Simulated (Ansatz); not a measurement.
# Cd2HgTe3: the cost of one run

Computed with Ansatz 0.2.0 (DFT PBE, scalar-relativistic, plane waves, PAW, unless a step's input says otherwise).

## 1. Starting point

The structure is trigonal, space group P3m1 (No. 156). Conventional cell: a = 4.690 Å, b = 4.690 Å, c = 11.473 Å, α = 90.00°, β = 90.00°, γ = 120.00°. Around Cd (site symmetry 3m) lie 4 Te at 2.87 Å. Around Hg (site symmetry 3m) lie 4 Te at 2.87 to 2.88 Å. Te (site symmetry 3m) has 1 Cd at 2.87 Å and 3 Hg at 2.87 Å in its first shell of neighbours. Around Te (site symmetry 3m) lie 3 Cd at 2.87 Å and 1 Hg at 2.88 Å. Te (site symmetry 3m) has 4 Cd at 2.87 Å in its first shell of neighbours.

Structure file:

```
CELL_PARAMETERS angstrom
4.68998 0.00000 0.00000
-2.34499 4.06164 0.00000
0.00000 0.00000 11.47350
ATOMIC_POSITIONS crystal
Cd 0.00000 0.00000 0.00056
Cd 0.66667 0.33333 0.33337
Hg 0.33333 0.66667 0.66666
Te 0.00000 0.00000 0.75068
Te 0.33333 0.66667 0.41564
Te 0.66667 0.33333 0.08309
```

The start is the relaxed end of an invented cell (made as: elements ordered on the sites of the HgTe type, Cd/Hg on Hg (P3m1, No. 156)), taken up again for a closer look.

## 2. The guess as it stands, on a coarse mesh

File input.yaml:

```yaml
crystal:
  lattice:
    - [4.6899816, 0.0, 0.0]
    - [-2.3449908, 4.0616432, 0.0]
    - [0.0, 0.0, 11.4734976]
  atoms:
    - { symbol: Cd, position: [0.0, 0.0, 0.000562] }
    - { symbol: Cd, position: [0.6666667, 0.3333333, 0.333365] }
    - { symbol: Hg, position: [0.3333333, 0.6666667, 0.666661] }
    - { symbol: Te, position: [0.0, 0.0, 0.750683] }
    - { symbol: Te, position: [0.3333333, 0.6666667, 0.415645] }
    - { symbol: Te, position: [0.6666667, 0.3333333, 0.083085] }
basis:
  ecutwfc: 420
kpoints:
  mp_grid: { grid: [6, 6, 2] }
hamiltonian:
  xc: pbe
scf:
  occupations: { method: gaussian, width: 0.1 }
  lower_state_search: "off"
output:
  forces: true
  stress: true
  eigenvalues: true
```

The run is started by

```
> ansatz run input.yaml --threads 4 --pin off --max-ram 8192MiB --backend cpu --events-out ev --progress --plain --runs-dir out
```

Q: Estimate wall time and peak memory on 4 threads of Intel Xeon 6975P-C (Granite Rapids), shared host.

About 3.7 s, with a peak of 0.72 GiB.
